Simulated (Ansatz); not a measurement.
# CH₆GeOS: one species, many methods

How much do the methods differ for CH₆GeOS? The plan is to run it at one geometry with functionals of several rungs and with coupled cluster, and see how far each lands from CCSD(T) at the basis-set limit for the atomisation energy.

The runs use Ansatz 0.2.0, Gaussian basis; functionals in def2-TZVPP, the program's frozen cores in correlated methods.

The runs, in order: PBE-D4, r2SCAN-D4, PBE0-D4, B3LYP-D4, ωB97X-V, ωB97M-V, B2PLYP; CCSD(T)/def2-TZVPP; MP2/def2-QZVPP; extrapolation to the limit.

### Step 1. The relaxed structure

The geometry comes from an earlier relaxation with PBE0-D4 in a triple-zeta def2 set; it is a stationary point, not always the lowest conformer.

SMILES `OC[S][GeH3]`, 10 atoms, charge 0, spin multiplicity 1.

Atoms are counted from 1 here; the program's logs count them from 0.

Bond lengths: O1–C2 1.392 Å, O1–H5 0.962 Å, C2–S3 1.831 Å, C2–H6 1.090 Å, C2–H7 1.096 Å, S3–Ge4 2.215 Å, Ge4–H8 1.532 Å, Ge4–H9 1.543 Å, Ge4–H10 1.539 Å. Angles: C2–O1–H5 109.1°, O1–C2–S3 115.0°, O1–C2–H6 106.8°, O1–C2–H7 112.5°, S3–C2–H6 105.1°, S3–C2–H7 108.5°, H6–C2–H7 108.5°, C2–S3–Ge4 99.5°, S3–Ge4–H8 106.9°, S3–Ge4–H9 110.0°, S3–Ge4–H10 110.0°, H8–Ge4–H9 110.0°, H8–Ge4–H10 111.3°, H9–Ge4–H10 108.6°.

Geometry (Å):

```mol
CH6GeOS
  3D, bonds by distance, orders not assigned

 10  9  0  0  0  0  0  0  0  0999 V2000
   -1.1381    1.4498   -1.0113 O   0  0
    0.1974    1.0602   -0.9780 C   0  0
    0.4822   -0.7411   -1.1406 S   0  0
    0.2346   -1.3425    0.9764 Ge  0  0
   -1.6008    1.0492   -0.2697 H   0  0
    0.6761    1.5028   -1.8515 H   0  0
    0.7164    1.4152   -0.0807 H   0  0
    0.3466   -2.8693    1.0219 H   0  0
   -1.1494   -0.8982    1.4935 H   0  0
    1.3181   -0.6772    1.8431 H   0  0
  1  2  8  0
  2  3  8  0
  3  4  8  0
  1  5  8  0
  2  6  8  0
  2  7  8  0
  4  8  8  0
  4  9  8  0
  4 10  8  0
M  END
```

### Step 2. PBE-D4 (GGA)

in.yaml reads:

```yaml
crystal:
  periodic: [false, false, false]
  atoms:
    - {symbol: O, position_ang: [-1.138131, 1.449847, -1.011276]}
    - {symbol: C, position_ang: [0.197442, 1.060178, -0.978039]}
    - {symbol: S, position_ang: [0.482171, -0.741095, -1.140617]}
    - {symbol: Ge, position_ang: [0.234628, -1.342484, 0.976415]}
    - {symbol: H, position_ang: [-1.600831, 1.049208, -0.269687]}
    - {symbol: H, position_ang: [0.676083, 1.502843, -1.851470]}
    - {symbol: H, position_ang: [0.716415, 1.415202, -0.080744]}
    - {symbol: H, position_ang: [0.346568, -2.869309, 1.021913]}
    - {symbol: H, position_ang: [-1.149425, -0.898236, 1.493526]}
    - {symbol: H, position_ang: [1.318079, -0.677154, 1.843076]}
basis:
  gaussian: {orbitals: def2-TZVPP}
hamiltonian: {xc: pbe, dispersion: d4}
output: {forces: true, orbitals: {seedname: orbitals}}
```

Launch:

```bash
ansatz run in.yaml --threads 4 --pin off --events-out ev --progress --plain --max-ram 10444MiB
```

The runs that follow: r2SCAN-D4 (meta-GGA); PBE0-D4 (hybrid); B3LYP-D4 (hybrid); ωB97X-V (range-separated); ωB97M-V (range-separated); B2PLYP (double hybrid); CCSD(T) in def2-TZVPP; MP2 in def2-QZVPP.

Q: Predict the results of all the runs planned. Wanted: atomisation energy, CCSD(T)/CBS; farthest; mean size of error, hybrid; mean size of error, range-separated; gap, smallest and largest; T1 diagnostic; triples share of the correlation energy.

The runs gave:

```
                               quantity                                           value
        atomisation energy, CCSD(T)/CBS                                   3214.2 kJ/mol
 functionals within 32.1 kJ/mol (1.0 %)  r2SCAN-D4, PBE0-D4, B3LYP-D4, ωB97X-V, ωB97M-V
                               farthest                           B2PLYP (-62.7 kJ/mol)
             mean size of error, hybrid                                     26.1 kJ/mol
    mean size of error, range-separated                                      8.0 kJ/mol
              gap, smallest and largest            4.91 eV (PBE-D4), 11.43 eV (ωB97X-V)
                          T1 diagnostic                                          0.0115
triples share of the correlation energy                                           3.8 %
```

What this shows: PBE-D4 misses by +33.8 kJ/mol. Double hybrids carry the basis error of their MP2 part in triple zeta, and no dispersion term here, so their miss is partly the set-up's. Misses under about 32.1 kJ/mol are within the doubt on the reference itself, which lacks core-valence correlation, relativity and higher excitations, and its outer-core shells are covered unevenly. Hartree-Fock recovers 70 % of the binding; the rest is correlation. Orbital gaps span 4.9 to 11.4 eV; exact exchange widens them. Correlated methods include outer-core shells of Ge, which these sets cover unevenly.
